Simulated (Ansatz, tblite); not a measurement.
# The cluster Ge₃O₂: removing and adding an electron

One table from this session's results is given with a row withheld; the runs are named, their logs left out.

The runs use Ansatz 0.2.0, Gaussian basis; as each input shows.

Levels to be run: charge +1 doublet, at the geometry of the singlet (PBE0-D4/def2-TZVP, PBE-D4/def2-TZVP, r2SCAN-D4/def2-TZVP, CCSD(T)/def2-SVP); charge -1 doublet, at the geometry of the singlet (PBE0-D4/def2-TZVPD, PBE-D4/def2-TZVPD, r2SCAN-D4/def2-TZVPD); the starting singlet's energies come from earlier runs.

2 further runs of the same task are left out: 2 set aside as unsound or not needed. Runs told in other sessions of the task aren't counted.

## The structure

The singlet was relaxed beforehand with B3LYP-D4/def2-SVP. At that level it is the lowest of the isomers that a small search found.

5 atoms, charge 0, spin multiplicity 1.

Atoms are counted from 1 here; the program's logs count them from 0.

Bond lengths: Ge1–O4 1.925 Å, Ge1–O5 1.926 Å, Ge2–O4 2.188 Å, Ge2–O5 2.187 Å, Ge3–O4 1.925 Å, Ge3–O5 1.926 Å. Angles: O4–Ge1–O5 76.5°, O4–Ge2–O5 66.1°, O4–Ge3–O5 76.5°, Ge1–O4–Ge2 75.8°, Ge1–O4–Ge3 102.0°, Ge2–O4–Ge3 75.8°, Ge1–O5–Ge2 75.8°, Ge1–O5–Ge3 102.0°, Ge2–O5–Ge3 75.8°.

Set-up of the first run:

The input, in.yaml:

```yaml
crystal:
  periodic: [false, false, false]
  atoms:
    - {symbol: Ge, position_ang: [1.452440, 0.276146, 0.547348]}
    - {symbol: Ge, position_ang: [-0.170747, 0.768453, -1.338063]}
    - {symbol: Ge, position_ang: [-1.343555, -0.766004, 0.305561]}
    - {symbol: O, position_ang: [0.436339, -1.088666, -0.353941]}
    - {symbol: O, position_ang: [-0.374478, 0.810081, 0.839085]}
basis:
  gaussian: {orbitals: def2-TZVP}
total_charge: 1
magnetization: {spin_polarized: true, initial_magnetization: 1}
hamiltonian: {xc: pbe0, dispersion: d4}
scf: {omitted_lower_state_checks: [starts]}
output: {orbitals: {seedname: orbitals}}
```

The run is started by

```console
> ansatz run in.yaml --threads 4 --pin off --events-out ev --progress --plain --max-ram 4787MiB
```

Among the steps run: Charge +1 doublet at the fixed geometry, PBE0-D4/def2-TZVP; Charge +1 doublet at the fixed geometry, PBE-D4/def2-TZVP; Charge +1 doublet at the fixed geometry, r2SCAN-D4/def2-TZVP; Charge +1 doublet at the fixed geometry, CCSD(T)/def2-SVP.

One of the session's tables, all rows but one given; the rest of the session is left out.

It belongs to the step «Vertical ionisation energy». 

| method | vertical ionisation energy (eV) |
| --- | --- |
| HF/def2-SVP | 6.95 |
| PBE-D4/def2-TZVP | 7.87 |
| r2SCAN-D4/def2-TZVP | ? |
| PBE0-D4/def2-TZVP | 7.87 |
| MP2/def2-SVP | 7.89 |
| CCSD/def2-SVP | 7.70 |
| CCSD(T)/def2-SVP | 7.78 |

Estimate the missing values for r2SCAN-D4/def2-TZVP.

**Answer.** vertical ionisation energy (eV): 7.94. In the column «vertical ionisation energy (eV)» it is the highest.

To keep in mind: The anion's highest level is positive in at least one run, so there the basis alone may hold the extra electron.
